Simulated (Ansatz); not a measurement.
**GaHCl₂ (singlet): wave-function methods side by side at a displaced geometry (v1), cc-pVDZ**

One table from this session's results is given with a row withheld; the runs are named, their logs left out.

The runs use Ansatz 0.2.0, Gaussian basis; cc-pVDZ, core rule «outside noble gas», up to 24 orbitals frozen.

The runs, in order: UHF; CCSD(T) on RHF; BCCD(T) on RHF; CISD; CCSDT(Q) on RHF.

8 further runs of the same task are left out: 2 for a known fault of the program, 2 that didn't finish, 4 set aside as unsound or not needed.

## The geometry

The geometry is a PBE0/def2-TZVP stationary point (not a proven minimum) with its atoms shifted at random (size 0.040 Å). No spin-orbit coupling is included. The filled d shell of Ga may be among the frozen orbitals whatever the setting's name suggests; the logs give the count.

4 atoms, charge 0, spin multiplicity 1.

Atoms are counted from 1 here; the program's logs count them from 0.

Bond lengths: Cl1–Ga2 2.130 Å, Ga2–Cl3 2.135 Å, Ga2–H4 1.543 Å. Angles: Cl1–Ga2–Cl3 117.8°, Cl1–Ga2–H4 122.3°, Cl3–Ga2–H4 119.9°.

The first run:

in.yaml

```yaml
crystal:
  periodic: [false, false, false]
  atoms:
    - {symbol: Cl, position_ang: [-0.010991, -0.582335, 1.817631]}
    - {symbol: Ga, position_ang: [-0.011824, 0.540170, 0.007966]}
    - {symbol: Cl, position_ang: [0.036140, -0.539168, -1.833159]}
    - {symbol: H, position_ang: [-0.066637, 2.081832, -0.004845]}
basis:
  gaussian: {orbitals: cc-pVDZ}
magnetization: {spin_polarized: true, initial_magnetization: 0}
hamiltonian: {xc: hf}
output: {orbitals: {seedname: orbitals}}
```

Run with:

```sh
> ansatz run in.yaml --threads 1 --pin off --events-out ev --progress --plain --max-ram 2393MiB
```

Steps of the session up to this table: UHF; CCSD(T) on RHF; BCCD(T) on RHF; CISD; CCSDT(Q) on RHF.

One of the session's tables, all rows but one given; the rest of the session is left out.

It belongs to the step «Misses and costs». 

```
   method  from RCCSDT(Q) (meV)
      RHF                     ?
     RMP2               +1103.3
    RCCSD                +240.0
 RCCSD(T)                 +39.7
  BCCD(T)                 +38.5
   RCCSDT                 +20.1
RCCSDT(Q)                     0
```

Estimate the missing values for RHF.

As computed: from RCCSDT(Q) (meV): +9994.3. In the column «from RCCSDT(Q) (meV)» it is the highest.

Not comparable, so not listed: CISD (they don't share determinant, frozen orbitals or solution with the rows shown, or repeat one).
